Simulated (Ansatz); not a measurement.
# Ni: response to strain

Aim: deform Ni (zz strain of -1 %) and compute stress, forces and field gradients with LAPW, PAW and all-electron datasets made for the crystal.

Program: Ansatz 0.2.0. Level of theory: DFT LDA, scalar-relativistic. These are calculated values, not measurements.

## (1) The starting structure

Symmetry: Fm-3m, No. 225, cubic system. Conventional cell: a = 3.536 Å, b = 3.536 Å, c = 3.536 Å, α = 90.00°, β = 90.00°, γ = 90.00°. Around Ni (site symmetry m-3m) lie 12 Ni at 2.50 Å.

As a file:

```xyz
1
Lattice="0.0000 1.7679 1.7680 1.7679 0.0000 1.7680 1.7679 1.7679 0.0000" Properties=species:S:1:pos:R:3 pbc="T T T"
Ni    0.0000    0.0000    0.0000
```

## (2) After the deformation

Space group Fm-3m before, I4/mmm after.

## (3) LAPW, all electrons

Contents of input.yaml:

```yaml
crystal:
  lattice:
    - [0.0, 1.76795, 1.7502705]
    - [1.76795, 0.0, 1.7502705]
    - [1.76795, 1.76795, 0.0]
  atoms:
    - { symbol: Ni, position: [0.0, 0.0, 0.0], spin: 1.5 }
magnetization:
  spin_polarized: true
kpoints:
  mp_grid: { grid: [20, 20, 20] }
  band_path:
    path:
      - [0.0, 0.0, 0.0]
      - [0.0, 0.5, 0.5]
      - [0.25, 0.75, 0.5]
      - [0.0, 0.5, 0.0]
      - [0.0, 0.0, 0.0]
      - [0.5, 0.5, 0.0]
      - [0.3775380063, 0.6224619937, 0.0]
      - [-0.3775380063, 0.3775380063, 0.0]
      - [0.0, 0.0, 0.0]
    npoints: 5
scf:
  occupations: { method: fermi_dirac, width: 0.05 }
hamiltonian:
  xc: lda
  pseudopotentials: { kind: all_electron, lapw: { basis_error: 0.00025 } }
output:
  forces: true
  stress: true
  eigenvalues: true
```

Run with:

```sh
$ ansatz run input.yaml --threads 1 --pin off --max-ram 3072MiB --backend cpu --events-out ev --progress --plain --runs-dir out
```

What it wrote, shortened:

```text
LAPW: plane waves up to 9.710 Å⁻¹, error target 2.5e-4 eV per atom; small_component_spin mean_spin; Ni in spheres of 1.244 Å, 18 of its electrons in bands, Dirac shells []
[...]
Pseudopotentials: kind: all_electron
Pseudopotential: Ni, LAPW, valence charge 18, Koelling and Harmon's equation, gaussian nucleus
Functional definition: SPW92
[...]
Crystal: 1 atoms, lattice volume = 10.941 Å³
Basis set: ecut = 359.2385972703082 eV, 169 PW (Γ), exchange–correlation at level 2
Bands: 14, of which v1, the nominal top of the filled ones, is band 9 counted from 1 (8 counted from 0)
Symmetry: 16 space group operations
Space group: I4/mmm (ITA 139), of the structure as read, at distance tolerance 2.2e-5 Å
Magnetic group: BNS 139.531 (UNI 1191), of the structure as read, at distance tolerance 2.2e-5 Å
k-points: 641 of 8000
[...]
Starting moments: Σ|m| = 1.5 μB on 1 of 1 site
[...]
SCF iter   1: F=—  HF=-41316.606799 eV  |F-HF|=—  |Δ(HF+E_count)|=         —  Δρ=4.17e-2 (↑4.05e-2 ↓4.17e-2)  dr2=2.24e-3  dr2_m=1.69e-1  M=0.676 μB ∫|m|=0.720 μB  β_m=0.30  ethr=1.25e-5  ⟨swp⟩=4.0  Hψ=147515  notcnv=0
[...]
the basis was enlarged: its passes take 1.2 MiB over the memory plan, 2 of 2 planned eigensolver slots
[...]
SCF iter   8: F=-41316.571061 eV  HF=-41316.571061 eV  |F-HF|=0.00e0  |Δ(HF+E_count)|=  5.09e-11  Δρ=2.02e-7 (↑1.76e-7 ↓2.02e-7)  dr2=3.85e-13  dr2_m=3.43e-12  M=0.625 μB ∫|m|=0.692 μB  ethr=1.00e-12  ⟨swp⟩=2.2  Hψ=48155  notcnv=0
[...]
NSCF: frozen V_eff on 41 k-points
SCF converged after 8 iterations
Magnetization: 0.6250 μB (9.3125 up, 8.6875 down)
Absolute magnetization: 0.6922 μB (∫|ρ↑−ρ↓|)
Spin contamination: 0.0047 ħ² per cell (⟨S²⟩ above its minimum at these occupations)
Per-site moments (μB) at R_I (Å): [(0.6442219956102182, 1.2438944731387829)]
Free energy (F): -41316.571061 eV
[...]
E sigma→0 (E₀):  -41316.563661 eV
Entropy (-TS):   -0.014801 eV (-14.801 meV/atom)
Fermi energy:    17.707161 eV
[...]
--- Forces (eV/Å), atoms counted from 1 ---
  atom   1  Ni    -0.00000000     0.00000000     0.00000000
[...]
--- Stress (GPa, compression-positive) ---
      -18.292751      -0.000000       0.000000
       -0.000000     -18.292751       0.000000
        0.000000       0.000000     -17.188933
  P = ⅓ Tr σ = -17.9248 GPa (-179.248 kbar)
--- Band table (eV; the first three rows and the last of 1282) ---
  k-point 0 ↑: bands = ["-85.0711", "-45.7548", "-45.7548", "-45.7517", "8.6396", "15.2949", "15.2949", "15.3563", "16.4363", "16.5030", "41.2171", "44.9299", "44.9299", "45.0295"]
[...]
```

Run time: 91 s. Hardware: 1 thread of Intel Xeon Platinum 8488C (Sapphire Rapids), shared host; peak memory 1.2 GiB.

Result: pressure -17.92 GPa; no gap; spin moments Ni 0.64 μB.

## (4) Frozen-core PAW

Contents of input.yaml:

```yaml
crystal:
  lattice:
    - [0.0, 1.76795, 1.7502705]
    - [1.76795, 0.0, 1.7502705]
    - [1.76795, 1.76795, 0.0]
  atoms:
    - { symbol: Ni, position: [0.0, 0.0, 0.0], spin: 1.5 }
magnetization:
  spin_polarized: true
kpoints:
  mp_grid: { grid: [20, 20, 20] }
scf:
  occupations: { method: fermi_dirac, width: 0.05 }
hamiltonian:
  xc: lda
  pseudopotentials: { kind: paw }
output:
  forces: true
  stress: true
  eigenvalues: true
  efg: { contact_densities: true }
```

Run with:

```sh
$ ansatz run input.yaml --threads 1 --pin off --max-ram 3072MiB --backend cpu --events-out ev --progress --plain --runs-dir out
```

What it wrote, shortened:

```text
[...]
Pseudopotentials: kind: paw
Pseudopotential: Ni, paw, valence charge 18, recommended cutoff 420 eV (normal)
[... 1 set-up line as earlier in the session ...]
[...]
Crystal: 1 atoms, lattice volume = 10.941 Å³
Basis set: ecut = 420 eV, 181 PW (Γ)
Bands: 14, of which v1, the nominal top of the filled ones, is band 9 counted from 1 (8 counted from 0)
[... 2 set-up lines as earlier in the session ...]
Magnetic group: BNS 139.531 (UNI 1191), of the structure as read, at distance tolerance 2.2e-5 Å
k-points: 641 of 8000
[...]
Starting moments: Σ|m| = 1.5 μB on 1 of 1 site
[...]
SCF iter   1: F=—  HF=-5772.749939 eV  |F-HF|=—  |Δ(HF+E_count)|=         —  Δρ=1.23e-1 (↑1.23e-1 ↓3.30e-2)  dr2=1.01e0  dr2_m=4.10e-1  M=0.894 μB ∫|m|=0.945 μB  β_m=0.30  ethr=3.10e-3  ⟨swp⟩=5.7  Hψ=94362  notcnv=0
[...]
Free energy (F): -5773.329888 eV
[...]
E sigma→0 (E₀):  -5773.322468 eV
Entropy (-TS):   -0.014841 eV (-14.841 meV/atom)
Fermi energy:    17.580430 eV
[...]
--- Forces (eV/Å), atoms counted from 1 ---
  atom   1  Ni     0.00000000    -0.00000000     0.00000000
[...]
--- Stress (GPa, compression-positive) ---
      -18.214209       0.000000       0.000000
        0.000000     -18.214209      -0.000000
        0.000000      -0.000000     -17.111471
  P = ⅓ Tr σ = -17.8466 GPa (-178.466 kbar)
--- PAW observables at the nuclei: V_zz in 10²¹ V/m², potentials from the cell's mean, atoms counted from 1 ---
  atom   1  Ni V_zz =    -0.054473   η = 0.0000   by run symmetry: allowed
            electrostatic potential = -3575.323453 V   contact ρ = 129699.716763 e/Å³   contact ρ_s (e/Å³): all electrons -1.259499, valence +0.673418
--- Band table (eV; the first three rows and the last of 1282) ---
  k-point 0 ↑: bands = ["-85.2033", "-45.8857", "-45.8857", "-45.8826", "8.5069", "15.1682", "15.1682", "15.2296", "16.3084", "16.3751", "41.1087", "44.8696", "44.8696", "44.9714"]
[...]
```

It took 16 s on 1 thread of Intel Xeon Platinum 8488C (Sapphire Rapids), shared host; peak memory 0.53 GiB.

In short: pressure -17.85 GPa; no gap; spin moments Ni 0.65 μB; Vzz Ni -0.05 (η = 0.00) (10²¹ V/m²).

## (5) All-electron PAW on datasets made for the crystal

Changes to input.yaml since step 4:

```diff
@@ -15,3 +15,3 @@
   xc: lda
-  pseudopotentials: { kind: paw }
+  pseudopotentials: { kind: all_electron, datasets: crystal }
 output:
```

Run with:

```sh
$ ansatz run input.yaml --threads 1 --pin off --max-ram 3072MiB --backend cpu --events-out ev --progress --plain --runs-dir out
```

What it wrote, shortened:

```text
[...]
[... 1 set-up line as earlier in the session ...]
Pseudopotential: Ni, paw, valence charge 18, recommended cutoff 320 eV (normal), Koelling and Harmon's equation, gaussian nucleus
[... 1 set-up line as earlier in the session ...]
[...]
a search for the magnetic state begins, with frozen cores and fixed partial waves. It gives no result and prints no iterations
the search for the magnetic state of this step took 9 SCF iterations with frozen cores. It stayed in its first state, in which the spheres begin
Crystal: 1 atoms, lattice volume = 10.941 Å³
Basis set: ecut = 320 eV, 137 PW (Γ)
Bands: 14, of which v1, the nominal top of the filled ones, is band 9 counted from 1 (8 counted from 0)
[... 2 set-up lines as earlier in the session ...]
Magnetic group: BNS 139.531 (UNI 1191), of the structure as read, at distance tolerance 2.2e-5 Å
[...]
Fermi energy:    17.707083 eV
[...]
  The terms above E_closure are by the made datasets' own strengths, without shells solved beside the bands.
--- Forces (eV/Å), atoms counted from 1 ---
  atom   1  Ni     0.00000000    -0.00000000    -0.00000000
[...]
--- Stress (GPa, compression-positive) ---
      -18.294179      -0.000000       0.000000
       -0.000000     -18.294179       0.000000
        0.000000       0.000000     -17.189813
  P = ⅓ Tr σ = -17.9261 GPa (-179.261 kbar)
--- PAW observables at the nuclei: V_zz in 10²¹ V/m², potentials from the cell's mean, atoms counted from 1 ---
  atom   1  Ni V_zz =    -0.053224   η = 0.0000   by run symmetry: allowed
            electrostatic potential = -3572.443649 V   contact ρ = 129768.881988 e/Å³   contact ρ_s (e/Å³): all electrons -1.261584, valence +1.275804
--- Band table (eV; the first three rows and the last of 1282) ---
  k-point 0 ↑: bands = ["-85.0713", "-45.7549", "-45.7549", "-45.7519", "8.6396", "15.2948", "15.2948", "15.3562", "16.4362", "16.5029", "41.1987"]
[...]
```

It took 61 s on 1 thread of Intel Xeon Platinum 8488C (Sapphire Rapids), shared host; peak memory 1 GiB.

In short: pressure -17.93 GPa; spin moments Ni 0.65 μB; Vzz Ni -0.05 (η = 0.00) (10²¹ V/m²).

## (6) Stress and forces compared

Stress (GPa, compression positive):

| method | xx | yy | zz | yz | xz | xy |
| --- | --- | --- | --- | --- | --- | --- |
| LAPW | -18.29 | -18.29 | -17.19 | 0.00 | 0.00 | 0.00 |
| PAW | -18.21 | -18.21 | -17.11 | 0.00 | 0.00 | 0.00 |
| crystal datasets | -18.29 | -18.29 | -17.19 | 0.00 | 0.00 | 0.00 |

```
          method  pressure (GPa)  moment Ni (μB)  Vzz Ni (10²¹ V/m²)  SCF cycles, all passes
            LAPW          -17.92            0.64                   –                       8
             PAW          -17.85            0.65               -0.05                      11
crystal datasets          -17.93            0.65               -0.05                       8
```

## (7) Results

```
                                 quantity                                                 value
                                 pressure  LAPW -17.92, PAW -17.85, crystal datasets -17.93 GPa
largest shear or deviatoric stress (LAPW)                                              0.74 GPa
```

**Reading.** The largest part of the stress beyond the pressure is 0.74 GPa in size, in the zz component. No run of the undeformed cell stands beside it, so the pressure holds what the given cell had before the change. PAW: stress within 0.08 GPa of LAPW. Crystal datasets: stress within 0.01 GPa of LAPW. The magnetic state is the one reached from the start moments in this cell; it needn't be the ground state.
